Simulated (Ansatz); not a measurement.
**GeH4 (singlet): the correlation ladder at distance Ge1–H2 = 1.414 Å, 6-31G**

How much of the correlation energy of GeH4 (singlet) does each wave-function method recover here?

Program: Ansatz 0.2.0, Gaussian basis. Level of theory: 6-31G, core rule «outside noble gas», up to 14 orbitals frozen. These are calculated values, not measurements.

The runs, in order: UHF; CCSD(T) on RHF; BCCD(T) on RHF; CISD; CCSDT(Q) on RHF; CCSDTQ on RHF; CASSCF and MRCISD+Q, 2 electrons in 2 orbitals; CASSCF and NEVPT2, 2 electrons in 2 orbitals; CASSCF and MRCISD+Q, 8 electrons in 8 orbitals; CASSCF and NEVPT2, 8 electrons in 8 orbitals; Full CI.

## (1) The system

The geometry derives from a PBE0/def2-TZVP stationary point (not a proven minimum). One bond is set to the value named and the two fragments are kept rigid. No spin-orbit coupling is included. The filled d shell of Ge may be among the frozen orbitals whatever the setting's name suggests; the logs give the count.

5 atoms, charge 0, spin multiplicity 1.

Atoms are counted from 1 here; the program's logs count them from 0.

Bond lengths: Ge1–H2 1.414 Å, Ge1–H3 1.534 Å, Ge1–H4 1.534 Å, Ge1–H5 1.534 Å. Angles: H2–Ge1–H3 109.5°, H2–Ge1–H4 109.5°, H2–Ge1–H5 109.5°, H3–Ge1–H4 109.5°, H3–Ge1–H5 109.5°, H4–Ge1–H5 109.5°.

Geometry (Å):

| atom | x (Å) | y (Å) | z (Å) |
| --- | --- | --- | --- |
| Ge1 | 0.00091 | 0.00092 | 0.00091 |
| H2 | 0.81587 | 0.81852 | 0.81746 |
| H3 | -0.88697 | -0.88311 | 0.88657 |
| H4 | -0.88291 | 0.88543 | -0.88831 |
| H5 | 0.88830 | -0.88677 | -0.88157 |

## (2) UHF

File in.yaml:

```yaml
crystal:
  periodic: [false, false, false]
  atoms:
    - {symbol: Ge, position_ang: [0.000912, 0.000915, 0.000914]}
    - {symbol: H, position_ang: [0.815870, 0.818524, 0.817464]}
    - {symbol: H, position_ang: [-0.886975, -0.883107, 0.886572]}
    - {symbol: H, position_ang: [-0.882912, 0.885428, -0.888311]}
    - {symbol: H, position_ang: [0.888301, -0.886775, -0.881570]}
basis:
  gaussian: {orbitals: 6-31G}
magnetization: {spin_polarized: true, initial_magnetization: 0}
hamiltonian: {xc: hf}
output: {orbitals: {seedname: orbitals}}
```

Run with:

```console
$ ansatz run in.yaml --threads 1 --pin off --events-out ev --progress --plain --max-ram 4096MiB --backend cpu
```

After this run come: CCSD(T) on RHF; BCCD(T) on RHF; CISD; CCSDT(Q) on RHF; CCSDTQ on RHF; CASSCF and MRCISD+Q, 2 electrons in 2 orbitals; CASSCF and NEVPT2, 2 electrons in 2 orbitals; CASSCF and MRCISD+Q, 8 electrons in 8 orbitals; CASSCF and NEVPT2, 8 electrons in 8 orbitals; Full CI.

Q: Predict the results of all the runs planned. Wanted: FCI below the RHF energy; RMP2 from FCI; RCCSD from FCI; RCCSD(T) from FCI; RCCSDT(Q) from FCI; NEVPT2 pair from FCI; MRCISD+Q pair from FCI; NEVPT2 valence from FCI; T1 diagnostic.

As calculated:

| quantity | value |
| --- | --- |
| FCI below the RHF energy | -2.3107 eV |
| RMP2 from FCI | +653.1 meV |
| RCCSD from FCI | +34.9 meV |
| RCCSD(T) from FCI | +9.4 meV |
| RCCSDT(Q) from FCI | +0.2 meV |
| NEVPT2 pair from FCI | +556.0 meV |
| MRCISD+Q pair from FCI | -6.2 meV |
| NEVPT2 valence from FCI | +171.1 meV |
| levels within 1 kcal/mol (43 meV) | RCCSD, RCCSD(T), BCCD(T), RCCSDT, RCCSDT(Q), RCCSDTQ, MRCISD+Q pair, MRCISD valence, MRCISD+Q valence |
| T1 diagnostic | 0.008 |
| effectively unpaired electrons | 0.03 |

RCCSD(T) misses by +9.4 meV, 0.4 % of the correlation energy. MRCISD+Q pair falls below full CI: the +Q correction isn't variational, and the cores differ from full CI's. One determinant dominates. Of the multireference levels listed MRCISD+Q pair comes nearest in total energy (-6.2 meV), which doesn't show that its space is the better one. These misses are within one basis, not against nature.
